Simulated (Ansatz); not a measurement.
Cd3Se under changes of volume

One of the cells (25.356 Å³/atom); the others are scaled copies at fixed shape and fractional positions:

```xyz
4
Lattice="-2.0410 2.0410 6.0871 2.0410 -2.0410 6.0871 2.0410 2.0410 -6.0871" Properties=species:S:1:pos:R:3 pbc="T T T"
Cd    0.0000    0.0000    6.0871
Cd    2.0410    0.0000    3.0435
Cd    0.0000    2.0410    3.0435
Se    0.0000    0.0000    0.0000
```

The cell comes from a database or a generator and needn't be the stable form of this composition.

```yaml
Program: Ansatz 0.2.0
Functional: PBE
Potentials_or_basis: Ansatz PAW
Cutoff: "420 eV (not typed: the program's choice for these potentials)"
k_mesh: 9 × 9 × 9
Occupations: fermi-dirac, width 0.05 eV
Spin: no spin polarisation
```

| volume (Å³/atom) | energy over the lowest point (meV/atom) | pressure (GPa) |
| --- | --- | --- |
| 23.834 | ? | ? |
| 24.341 | 2.27 | 1.2 |
| 24.849 | 0.00 | 0.3 |
| 25.356 | 0.41 | -0.5 |
| 25.863 | 3.16 | -1.2 |
| 26.370 | 7.98 | -1.8 |
| 26.877 | 14.63 | -2.4 |

Problem. What does the run at 23.834 Å³/atom give?

Solution. Energy over the lowest point 7.59 meV/atom; pressure 2.2 GPa.

Worked out: A Birch-Murnaghan fit of order 3 (a polynomial in V^(-2/3)) to the other rows has its minimum at 25.02 Å³/atom with B0 = V·E''(V) = 40 GPa and B' = 5.2 at fixed shape and positions, which overstates the stiffness. It gives 7.55 meV/atom at 23.834 Å³/atom, against the run's 7.59, and -dE/dV = 2.2 GPa, against 2.2.

Energies are extrapolated to zero smearing.
